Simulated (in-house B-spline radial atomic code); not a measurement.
# Pt⁶⁹⁺: excited configurations

Aim: the energies of several excited configurations of Pt⁶⁹⁺ above a reference configuration, each from its own self-consistent run.

Program: in-house B-spline radial atomic code version 1. Level of theory: Dirac-Hartree-Fock, average of configuration, Fermi nucleus, basis-set limit. These are calculated values, not measurements, unless marked.

## 1. The system

| Property | Result |
| --- | --- |
| element | platinum (Z = 78) |
| charge | +69 |
| electrons | 9 |
| configuration | [He] 2s2 2p5 |
| Hamiltonian | Dirac-Coulomb |
| nucleus | Fermi, rms radius 5.427 fm |

The outer shells:

[He] 2s2 2p5
```
[He] core
2s [↑↓]
2p [↑↓][↑↓][↑ ]
```

The boxes draw the filling by Hund's rule, which heavy ions in jj coupling don't follow; these runs average over all states of the configuration.

Settings, as recorded:

```ini
Z = 78
electrons = 9.0
configuration = [He] 2s2 2p5
hamiltonian = dirac
method = hf
spin_polarised = False
nucleus = fermi
rms_radius = 5.427
mass_number = 195
atomic_mass = 194.964794325
speed_of_light = 137.035999084
```

This reference run was done before. Its total energy is -11786.126951 hartree, and its levels are (the highest eight at most):

```tsv
orbital	occupation	energy (eV)	<r> (bohr)
1s1/2	2	-85710.1	0.01712
2s1/2	2	-20215.7	0.07022
2p1/2	1.66667	-19751.7	0.05777
2p3/2	3.33333	-17938.0	0.06569
```

## 2. Run with [He] 2s1 2p5 3p1

Settings, as recorded:

```ini
Z = 78
electrons = 9.0
configuration = [He] 2s1 2p5 3p1
hamiltonian = dirac
method = hf
spin_polarised = False
nucleus = fermi
rms_radius = 5.427
mass_number = 195
atomic_mass = 194.964794325
speed_of_light = 137.035999084
```

## 3. Configuration [He] 2s2 2p4 6p1

Changes to the settings of step 2:

```diff
@@ -2,3 +2,3 @@
 electrons = 9.0
-configuration = [He] 2s1 2p5 3p1
+configuration = [He] 2s2 2p4 6p1
 hamiltonian = dirac
```

## 4. Run with [He] 2s1 2p6

Changes to the settings of step 3:

```diff
@@ -2,3 +2,3 @@
 electrons = 9.0
-configuration = [He] 2s2 2p4 6p1
+configuration = [He] 2s1 2p6
 hamiltonian = dirac
```

## 5. [He] 2s2 2p4 3d1

Changes to the settings of step 4:

```diff
@@ -2,3 +2,3 @@
 electrons = 9.0
-configuration = [He] 2s1 2p6
+configuration = [He] 2s2 2p4 3d1
 hamiltonian = dirac
```

## 6. Configuration [He] 2s2 2p4 6f1

Changes to the settings of step 5:

```diff
@@ -2,3 +2,3 @@
 electrons = 9.0
-configuration = [He] 2s2 2p4 3d1
+configuration = [He] 2s2 2p4 6f1
 hamiltonian = dirac
```

Q: How far above the reference does each configuration lie (order and size, in eV)?

The runs gave:

| net move | configuration | energy above the reference (eV) | with Breit, QED, recoil (eV) | largest <r> (bohr) |
| --- | --- | --- | --- | --- |
| 2s → 2p | [He] 2s1 2p6 | 1718.18 | 1703.38 | 0.0702 |
| 2p → 3d | [He] 2s2 2p4 3d1 | 10945.4 | 10913.0 | 0.146 |
| 2s → 3p | [He] 2s1 2p5 3p1 | 12220.1 | 12177.3 | 0.168 |
| 2p → 6p | [He] 2s2 2p4 6p1 | 16607.4 | 16572.8 | 0.732 |
| 2p → 6f | [He] 2s2 2p4 6f1 | 16672.9 | 16637.4 | 0.680 |

Quantum defects of the promoted electron, δ = n − ζ/√(−2ε) with ζ = 70 and ε its orbital energy in hartree:

| promotion | δ |
| --- | --- |
| 2p → 3d | 0.037 |
| 2s → 3p | 0.112 |
| 2p → 6p | 0.126 |
| 2p → 6f | 0.024 |

The energies run from 1718.18 eV (2s → 2p) to 16672.9 eV (2p → 6f). Of those tabulated, the defect is largest for 6p (0.13) and least for 6f (0.02); at this charge much of the defect is relativistic. Two partly filled shells share a symmetry and can mix in the average, which may lower the energy, for: 2s → 3p; 2p → 6p. These are averages over configurations, without correlation, not spectroscopic levels.
